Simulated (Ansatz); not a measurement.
# C2H8SiTe: how energies converge with the basis set

How large a basis does C2H8SiTe need? Two functionals are run in growing sets.

Program: Ansatz 0.2.0, Gaussian basis. Level of theory: one geometry, several basis sets. These are calculated values, not measurements.

The runs, in order: PBE0-D4/def2-SVP; ωB97M-V/def2-SVP; PBE0-D4/def2-QZVPP; ωB97M-V/def2-QZVPP; the functionals' def2-TZVPP values are taken from earlier runs.

## Step 1: Structure used throughout

The geometry comes from an earlier relaxation with PBE0-D4 in a triple-zeta def2 set; it is a stationary point, not always the lowest conformer. Te takes the def2 core potential; no spin-orbit term is included.

SMILES `C[SiH2][Te]C`, 12 atoms, charge 0, spin multiplicity 1.

Atoms are counted from 1 here; the program's logs count them from 0.

Bond lengths: C1–Si2 1.870 Å, C1–H5 1.092 Å, C1–H6 1.094 Å, C1–H7 1.091 Å, Si2–Te3 2.489 Å, Si2–H8 1.489 Å, Si2–H9 1.487 Å, Te3–C4 2.152 Å, C4–H10 1.087 Å, C4–H11 1.088 Å, C4–H12 1.088 Å. Angles: Si2–C1–H5 110.8°, Si2–C1–H6 110.4°, Si2–C1–H7 110.6°, H5–C1–H6 108.0°, H5–C1–H7 108.2°, H6–C1–H7 108.7°, C1–Si2–Te3 112.8°, C1–Si2–H8 109.6°, C1–Si2–H9 111.2°, Te3–Si2–H8 109.1°, Te3–Si2–H9 105.2°, H8–Si2–H9 108.9°, Si2–Te3–C4 94.3°, Te3–C4–H10 110.0°, Te3–C4–H11 109.6°, Te3–C4–H12 106.7°, H10–C4–H11 111.0°, H10–C4–H12 109.7° and more.

## Step 2: PBE0-D4 in def2-SVP

in.yaml

```yaml
crystal:
  periodic: [false, false, false]
  atoms:
    - {symbol: C, position_ang: [-0.956817, 1.565738, 0.014020]}
    - {symbol: Si, position_ang: [-0.458103, 0.263806, 1.260229]}
    - {symbol: Te, position_ang: [1.798466, -0.685511, 0.810551]}
    - {symbol: C, position_ang: [1.234359, -1.559673, -1.072897]}
    - {symbol: H, position_ang: [-0.982751, 1.146530, -0.994241]}
    - {symbol: H, position_ang: [-1.952940, 1.953078, 0.245508]}
    - {symbol: H, position_ang: [-0.247920, 2.395656, 0.020652]}
    - {symbol: H, position_ang: [-1.459650, -0.838459, 1.258373]}
    - {symbol: H, position_ang: [-0.373662, 0.836352, 2.630203]}
    - {symbol: H, position_ang: [0.992949, -0.778186, -1.789074]}
    - {symbol: H, position_ang: [0.388655, -2.227415, -0.925517]}
    - {symbol: H, position_ang: [2.094314, -2.127015, -1.423808]}
basis:
  gaussian: {orbitals: def2-SVP}
hamiltonian: {xc: pbe0, dispersion: d4}
output: {orbitals: {seedname: orbitals}}
```

Command:

```console
$ ansatz run in.yaml --threads 4 --pin off --events-out ev --progress --plain --max-ram 10444MiB
```

The runs that follow: ωB97M-V in def2-SVP; PBE0-D4 in def2-QZVPP; ωB97M-V in def2-QZVPP.

Q: Predict the results of all the runs planned. Wanted: PBE0-D4: double and triple zeta above quadruple; ωB97M-V: double and triple zeta above quadruple.

The runs gave:

| quantity | value |
| --- | --- |
| PBE0-D4: double and triple zeta above quadruple | 6.02, 0.45 eV |
| ωB97M-V: double and triple zeta above quadruple | 6.25, 0.44 eV |

**Reading.** For PBE0-D4 the step from double to triple zeta gains 5.57 eV and the next only 0.45 eV. Total energies overstate the basis error of differences, where much of it tends to cancel. The LUMO of ωB97M-V is positive and keeps falling with the basis (1.63 to 0.98 eV): an unbound level that the basis holds in place.
